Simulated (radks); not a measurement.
# Mg⁴⁺ in [He] 2s2 2p4: an all-electron calculation

An exercise on one series of results from a longer session: the logs are not shown, and one member is left open.

Program: radks (a radial shooting solver on a logarithmic mesh, Libxc functionals) version 1. Level of theory: Dirac Kohn-Sham, PBEsol, spin-unpolarised, spherical densities, point nucleus; open shells are shared between the two j in proportion to 2j + 1. These are calculated values, not measurements, unless marked.

## What is computed

- element: magnesium (Z = 12)
- charge: +4
- electrons: 8
- configuration: [He] 2s2 2p4

The outer shells:

Mg⁴⁺
```
[He] core
2s [↑↓]
2p [↑↓][↑ ][↑ ]
```

Set-up of the first run:

Input:

```text
Z 12
configuration [He] 2s2 2p4 3s0 3p0
relativity Dirac
functional pbe_sol,pbe_sol
spin unpolarised
j_filling average
nucleus point
c 137.035999084
```

One of the session's tables, all rows but one given; the rest of the session is left out.

It belongs to the step «Radial structure». From the orbitals of this run (lengths in bohr):

```
level     <r>  outermost maximum (interpolated)  90 % within  nodes
1s1/2  0.1307                            0.0852        0.234      0
2s1/2  0.6495                             0.528         1.02      1
2p1/2  0.6051                             0.449         1.01      0
2p3/2       ?                                 ?            ?      ?
3s1/2   1.886                              1.71         2.76      2
```

**Question.** Estimate the row for 2p3/2.

As computed: <r>: 0.6067; outermost maximum (interpolated): 0.451; 90 % within: 1.01; nodes: 0. In the column «<r>» it lies between 2p1/2 (0.6051) and 2s1/2 (0.6495).

Limits of these values: Spin polarisation and multiplet splitting are left out.
